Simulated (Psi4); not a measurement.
**CH4Ga (SMILES [CH3][GaH]): U-wB97M-V/aug-cc-pVDZ**

Aim: the vertical electron affinity of CH4Ga at U-wB97M-V/aug-cc-pVDZ, from 2 runs. 

The results are computed with Psi4 1.11.

1 further run of the same task is left out (set aside as unsound or not needed).

## (1) Starting point

The species is CH4Ga (6 atoms), meant as a doublet with charge 0. SMILES: `[CH3][GaH]`. The shape is that of a PBE0-D4/def2-TZVP optimisation.

Bond lengths: C1–Ga2 1.990 Å, C1–H3 1.089 Å, C1–H4 1.095 Å, C1–H5 1.094 Å, Ga2–H6 1.603 Å. Angles: C1–Ga2–H6 119.3°, Ga2–C1–H3 113.1°, Ga2–C1–H4 108.5°, Ga2–C1–H5 108.8°, H3–C1–H4 109.1°, H3–C1–H5 109.3°, H4–C1–H5 107.8°.

## (2) A single-point energy at U-wB97M-V/aug-cc-pVDZ

calc.inp

```
memory 1600 MB

molecule system {
  0 2
  C
  Ga 1 1.989845
  H 1 1.088881 2 113.10763
  H 1 1.094527 3 109.13126 2 -120.89975
  H 1 1.094245 3 109.31474 4 -117.70934
  H 2 1.602646 1 119.26959 3 177.57156
  units angstrom
  symmetry c1
  no_reorient
  no_com
}

set basis aug-cc-pVDZ
set reference uks
set puream true
set e_convergence 1e-09
set d_convergence 1e-08
set scf_type pk
set dft_radial_points 99
set dft_spherical_points 590
set maxiter 200

e = energy('wb97m-v')
print_variables()
```

Run with:

```bash
$ psi4 -n 1 calc.inp calc.out
```

calc.out, shortened:

```text
[...]
  Running in c1 symmetry.
[...]
  Nuclear repulsion =   89.871005281637608
[...]
  Multiplicity = 2
[...]
  Nalpha       = 21
  Nbeta        = 20
[...]
    Number of basis functions: 95
[...]
   @UKS iter   1: -1964.42851363355476   -3.66761e+00   1.16486e-02 DIIS/ADIIS
[...]
   @UKS iter  13: -1965.14237803937840   -4.54747e-12   5.41003e-09 DIIS
[...]
   @S^2 Observed:                7.521311184E-01
[...]
    Orbital Energies [Eh]
    ---------------------
    Alpha Occupied:
       1A   -373.184257     2A    -46.239009     3A    -40.881338
       4A    -40.879630     5A    -40.877813     6A    -10.343300
       7A     -5.689427     8A     -3.942365     9A     -3.935286
      10A     -3.931026    11A     -0.962640    12A     -0.959822
      13A     -0.956550    14A     -0.955919    15A     -0.952544
      16A     -0.801784    17A     -0.526847    18A     -0.500090
      19A     -0.499379    20A     -0.384387    21A     -0.264578
    Alpha Virtual:
      22A     -0.002611    23A      0.017519    24A      0.024320
      25A      0.025402    26A      0.042440    27A      0.059522
[...]
  @UKS Final Energy: -1965.14237803937840
   => Energetics <=
    Nuclear Repulsion Energy =             89.8710052816376077
    One-Electron Energy =               -2915.3691401306250555
    Two-Electron Energy =                 924.4944459460907638
    DFT Exchange-Correlation Energy =     -64.3091159841977174
    Empirical Dispersion Energy =           0.0000000000000000
    VV10 Nonlocal Energy =                  0.1704268477158037
    Total Energy =                      -1965.1423780393784000
[...]
 Multipole Moments:
 ------------------------------------------------------------------------------------
     Multipole            Electronic (a.u.)      Nuclear  (a.u.)        Total (a.u.)
 ------------------------------------------------------------------------------------
 L = 1.  Multiply by 2.5417464519 to convert [e a0] to [Debye]
 Dipole X            :          0.0552622           -0.0518694            0.0033928
 Dipole Y            :          1.5116927           -1.4341696            0.0775232
 Dipole Z            :          6.6658705           -6.9133476           -0.2474771
 Magnitude           :                                                    0.2593574
[...]
```

Wall time 3.4 min (1 thread of Intel Xeon 6975P-C (Granite Rapids), shared host); peak memory 1.1 GiB.

## (3) The singlet anion

job.inp

```
memory 1600 mb

molecule molecule1 {
  -1 1
  C
  Ga 1 1.989845
  H 1 1.088881 2 113.10763
  H 1 1.094527 3 109.13126 2 -120.89975
  H 1 1.094245 3 109.31474 4 -117.70934
  H 2 1.602646 1 119.26959 3 177.57156
  symmetry c1
}

set basis aug-cc-pVDZ
set reference rks
set puream true
set e_convergence 1e-09
set d_convergence 1e-08
set scf_type pk
set dft_radial_points 99
set dft_spherical_points 590

energy("wb97m-v")
print_variables()
```

Run with:

```bash
$ psi4 -n 1 job.inp job.out
```

job.out, shortened:

```text
[...]
  Running in c1 symmetry.
[...]
  Nuclear repulsion =   89.871005281637593
[...]
  Multiplicity = 1
[...]
  Nalpha       = 21
  Nbeta        = 21
[...]
    Number of basis functions: 95
[...]
   @RKS iter   1: -1964.16972721325601   -3.40882e+00   1.26055e-02 DIIS/ADIIS
[...]
   @RKS iter  14: -1965.16306134139700   -4.59295e-11   9.76382e-09 DIIS
[...]
    Orbital Energies [Eh]
    ---------------------
    Doubly Occupied:
       1A   -372.959597     2A    -46.014848     3A    -40.657038
       4A    -40.654663     5A    -40.654071     6A    -10.159469
       7A     -5.464470     8A     -3.717372     9A     -3.708550
      10A     -3.707697    11A     -0.738289    12A     -0.733507
      13A     -0.732550    14A     -0.731177    15A     -0.726645
      16A     -0.622666    17A     -0.330329    18A     -0.325790
      19A     -0.310475    20A     -0.185741    21A     -0.027819
[...]
  @RKS Final Energy: -1965.16306134139700
   => Energetics <=
    Nuclear Repulsion Energy =             89.8710052816375935
    One-Electron Energy =               -2924.0381945731865017
    Two-Electron Energy =                 933.2081500272611265
    DFT Exchange-Correlation Energy =     -64.3767019980324449
    Empirical Dispersion Energy =           0.0000000000000000
    VV10 Nonlocal Energy =                  0.1726799209230753
    Total Energy =                      -1965.1630613413969968
[...]
 Multipole Moments:
 ------------------------------------------------------------------------------------
     Multipole            Electronic (a.u.)      Nuclear  (a.u.)        Total (a.u.)
 ------------------------------------------------------------------------------------
 L = 1.  Multiply by 2.5417464519 to convert [e a0] to [Debye]
 Dipole X            :          0.0103644           -0.0518694           -0.0415050
 Dipole Y            :          0.5691635           -1.4341696           -0.8650060
 Dipole Z            :          5.9467668           -6.9133476           -0.9665808
 Magnitude           :                                                    1.2977814
[...]
```

Wall time 2.9 min (1 thread of Intel Xeon 6975P-C (Granite Rapids), shared host); peak memory 1.1 GiB.

## (4) What came out

At U-wB97M-V/aug-cc-pVDZ:

| quantity | value |
| --- | --- |
| doublet CH4Ga: total energy | -1965.14238 Eh |
| doublet CH4Ga: dipole moment | 0.66 D |
| doublet CH4Ga: HOMO energy (highest over α and β) | -7.20 eV |
| doublet CH4Ga: LUMO energy (lowest over α and β) | -0.59 eV |
| doublet CH4Ga: ⟨S²⟩ | 0.752 |
| singlet anion: total energy | -1965.16306 Eh |
| singlet anion: HOMO energy | -0.76 eV |
| singlet anion: LUMO energy | 3.04 eV |
| singlet anion: HOMO–LUMO gap (to an unbound level, set by the basis) | 3.80 eV |
| vertical electron affinity (to the singlet anion) | 0.563 eV |

At fixed nuclei the extra electron is bound by 0.56 eV (13.0 kcal/mol).
